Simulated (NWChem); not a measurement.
# One shape, several levels: TiClF3 (SMILES [F][Ti]([F])([F])[Cl])

Aim: a comparison of 4 runs (HF/STO-3G, HF/3-21G, B3LYP/6-31G*) of TiClF3. 

The results are computed with NWChem 7.3.0.

### 1 The molecule

TiClF3: 5 atoms, total charge 0, spin state singlet. SMILES: `[F][Ti]([F])([F])[Cl]`. Geometry: relaxed at PBE0-D4/def2-TZVP.

Bond lengths: F1–Ti2 1.736 Å, Ti2–F3 1.736 Å, Ti2–F4 1.736 Å, Ti2–Cl5 2.175 Å. Angles: F1–Ti2–F3 109.2°, F1–Ti2–F4 109.2°, F1–Ti2–Cl5 109.7°, F3–Ti2–F4 109.2°, F3–Ti2–Cl5 109.7°, F4–Ti2–Cl5 109.7°.

### 2 Energy and forces at HF/STO-3G (run 1)

File struct.nw:

```
start struct
title "ClF3Ti"
memory 2200 mb
geometry units angstroms noautosym nocenter noautoz
  F     -0.887500    -0.378900     1.468700
  Ti     0.010100    -0.096600     0.009600
  F      1.642900    -0.645200     0.227200
  F     -0.721900    -0.981300    -1.292600
  Cl     0.006200     2.028300    -0.454300
end
basis "ao basis" spherical bse
  * library STO-3G
end
scf
  thresh 1e-08
  maxiter 80
  noprint "final vectors analysis"
end
task scf gradient
```

The run is started by

```console
nwchem struct.nw > struct.out
```

Standard output:

```text
[...]
  functions       =    42
[...]
  wavefunction    = RHF
[...]
         Total SCF energy =  -1588.943063725584
      One-electron energy =  -2977.505119207031
      Two-electron energy =    995.381455365606
 Nuclear repulsion energy =    393.180600115841
        Time for solution =      2.7s
[...]
                         RHF ENERGY GRADIENTS
    atom               coordinates                        gradient
                 x          y          z           x          y          z
   1 F      -1.677132  -0.716017   2.775441   -0.023786  -0.005960   0.038331
   2 Ti      0.019086  -0.182548   0.018141   -0.000109   0.052391  -0.011453
   3 F       3.104631  -1.219251   0.429346    0.043262  -0.013014   0.005434
   4 F      -1.364193  -1.854388  -2.442660   -0.019389  -0.021908  -0.034821
   5 Cl      0.011716   3.832931  -0.858503    0.000022  -0.011508   0.002510
[...]
```

Run time: 4.2 s. Hardware: 1 thread of Intel Xeon 6975P-C (Granite Rapids), shared host; peak memory 0.096 GiB.

### 3 Energy and forces at HF/3-21G (run 2)

File sp.nw:

```
start sp
title "ClF3Ti"
memory stack 880 mb heap 220 mb global 1100 mb

geometry units angstrom noautosym nocenter noautoz
  F     -0.887500    -0.378900     1.468700
  Ti     0.010100    -0.096600     0.009600
  F      1.642900    -0.645200     0.227200
  F     -0.721900    -0.981300    -1.292600
  Cl     0.006200     2.028300    -0.454300
end

basis spherical bse
  * library 3-21G
end

scf
  thresh 1e-08
  maxiter 80
  print low
end

task scf gradient
```

The run is started by

```console
nwchem sp.nw > sp.out
```

Standard output:

```text
[...]
  functions       =    67
[...]
  wavefunction    = RHF
[...]
         Total SCF energy =  -1598.548701010445
      One-electron energy =  -2985.736125958711
      Two-electron energy =    994.006824832425
 Nuclear repulsion energy =    393.180600115841
        Time for solution =      6.2s
[...]
                         RHF ENERGY GRADIENTS
    atom               coordinates                        gradient
                 x          y          z           x          y          z
   1 F      -1.677132  -0.716017   2.775441   -0.013695  -0.002910   0.021954
   2 Ti      0.019086  -0.182548   0.018141   -0.000084   0.039982  -0.008743
   3 F       3.104631  -1.219251   0.429346    0.024906  -0.006971   0.003014
   4 F      -1.364193  -1.854388  -2.442660   -0.011161  -0.012088  -0.020156
   5 Cl      0.011716   3.832931  -0.858503    0.000034  -0.018012   0.003931
 Task  times  cpu:        7.3s     wall:        7.3s
 Total times  cpu:        7.3s     wall:        7.3s
```

Run time: 8.1 s. Hardware: 1 thread of Intel Xeon 6975P-C (Granite Rapids), shared host; peak memory 0.096 GiB.

Run 3 isn't shown in full; the table further down has it.

### 4 Energy and forces at B3LYP/6-31G(d) (Cartesian functions) (run 4)

File run.py:

```python
from ase import Atoms
from ase.calculators.nwchem import NWChem

mol = Atoms('FTiFFCl', positions=[
    [-0.887500, -0.378900, 1.468700],
    [0.010100, -0.096600, 0.009600],
    [1.642900, -0.645200, 0.227200],
    [-0.721900, -0.981300, -1.292600],
    [0.006200, 2.028300, -0.454300],
])

calc = NWChem(
    label='calc',
    theory='dft',
    memory='2200 mb',
    basis='6-31G*',
    dft={'xc': 'b3lyp', 'mult': '1', 'grid': 'fine', 'convergence': 'energy 1e-08', 'iterations': '100', 'mulliken': None},
)
mol.calc = calc

forces = mol.get_forces()
print("Total energy (eV):", round(mol.get_potential_energy(), 6))
print("forces (eV/A):")
for s, f in zip(mol.symbols, forces):
    print(f"{s:2s} {f[0]:10.5f} {f[1]:10.5f} {f[2]:10.5f}")
print("dipole (e A):", mol.get_dipole_moment().round(4))
```

The run is started by

```console
export ASE_NWCHEM_COMMAND="nwchem PREFIX.nwi > PREFIX.nwo"
python run.py
```

Standard output:

```text
Total energy (eV): -43795.082734
forces (eV/A):
F    -0.00545   -0.02576    0.01414
Ti    0.00123   -0.37008    0.08156
F     0.00992   -0.02741    0.00658
F    -0.00483   -0.02998   -0.00339
Cl   -0.00087    0.45318   -0.09888
dipole (e A): [ 0.0001 -0.0882  0.0193]
```

The calculator wrote calc.nwi:

```
title "calc"

permanent_dir calc

scratch_dir calc

start calc

geometry units angstrom nocenter noautosym noautoz
  F  -8.8749999999999996e-01 -3.7890000000000001e-01 1.4686999999999999e+00
  Ti 1.0100000000000000e-02 -9.6600000000000005e-02 9.5999999999999992e-03
  F  1.6429000000000000e+00 -6.4520000000000000e-01 2.2720000000000001e-01
  F  -7.2189999999999999e-01 -9.8129999999999995e-01 -1.2926000000000000e+00
  Cl 6.1999999999999998e-03 2.0283000000000002e+00 -4.5429999999999998e-01
end

memory 2200 mb

basis noprint
   * library 6-31G*
end

dft
  xc b3lyp
  mult 1
  grid fine
  convergence energy 1e-08
  iterations 100
  mulliken
end

task dft gradient
```

calc.nwo:

```text
Northwest Computational Chemistry Package (NWChem) 7.3.0
             --------------------------------------------------------

           Job information
           ---------------

    nwchem branch   = 7.3.0
    use scalapack   = T
    input           = calc.nwi
    prefix          = calc.
    data base       = calc/calc.db
    status          = startup
    nproc           =        1

           Memory information
           ------------------

    heap     =     72089600 doubles =      550.0 Mbytes
    stack    =     72089597 doubles =      550.0 Mbytes
    global   =    144179200 doubles =     1100.0 Mbytes (distinct from heap & stack)
    total    =    288358397 doubles =     2200.0 Mbytes
    verify   = yes
    hardfail = no

[... 98 lines left out ...]
  convergence criterion.
[... 40 lines left out ...]
          Spatial weights used:  Erf1
[... 76 lines left out ...]
         Total DFT energy =    -1609.439618200858
[... 3 lines left out ...]
 Nuclear repulsion energy =      393.180600115840
[... 831 lines left out ...]
          Convergence on gradient requested:  5.00D-04
[... 27 lines left out ...]
          total energy or number of iterations.
[... 28 lines left out ...]
    atom               coordinates                        gradient
                 x          y          z           x          y          z
   1 F      -1.677132  -0.716017   2.775441    0.000106   0.000501  -0.000275
   2 Ti      0.019086  -0.182548   0.018141   -0.000024   0.007197  -0.001586
   3 F       3.104631  -1.219251   0.429346   -0.000193   0.000533  -0.000128
   4 F      -1.364193  -1.854388  -2.442660    0.000094   0.000583   0.000066
   5 Cl      0.011716   3.832931  -0.858503    0.000017  -0.008813   0.001923

                 ----------------------------------------
                 |  Time  |  1-e(secs)   |  2-e(secs)   |
                 ----------------------------------------
                 |  CPU   |       0.01   |       7.40   |
                 ----------------------------------------
                 |  WALL  |       0.01   |       7.40   |
                 ----------------------------------------

 Task  times  cpu:       31.5s     wall:       31.5s
 Total times  cpu:       31.5s     wall:       31.5s
```

Run time: 33 s. Hardware: 1 thread of Intel Xeon 6975P-C (Granite Rapids), shared host; peak memory 0.13 GiB.

### 5 All runs side by side

```csv
run,level,iteration cap,module,energy (Eh),dipole moment (D),largest force (eV/Å),wall time
1,HF/STO-3G,80,scf,-1588.943064,1.97,2.758,4.2 s
2,HF/3-21G,80,scf,-1598.548701,–,2.105,8.1 s
3,B3LYP/6-31G* (spherical functions),100,dft,-1609.419929,0.42,0.682,31 s
4,B3LYP/6-31G* (Cartesian functions),100,dft,-1609.439618,0.43,0.464,33 s
```

### 6 Summary of results

```
                       quantity           value
            run 4: total energy  -1609.43962 Eh
           run 4: dipole moment          0.43 D
             run 4: HOMO energy        -9.71 eV
             run 4: LUMO energy        -3.25 eV
           run 4: HOMO–LUMO gap         6.46 eV
run 4: largest force on an atom      0.464 eV/Å
```

What this shows: Over runs 1, 3, 4 the dipole moment (its size) runs from 0.42 D (B3LYP/6-31G*) to 1.97 D (HF/STO-3G). The two ends differ in method and basis. In run 1 the basis is minimal, so the values are rough. All runs together took 76 s, the longest 33 s.
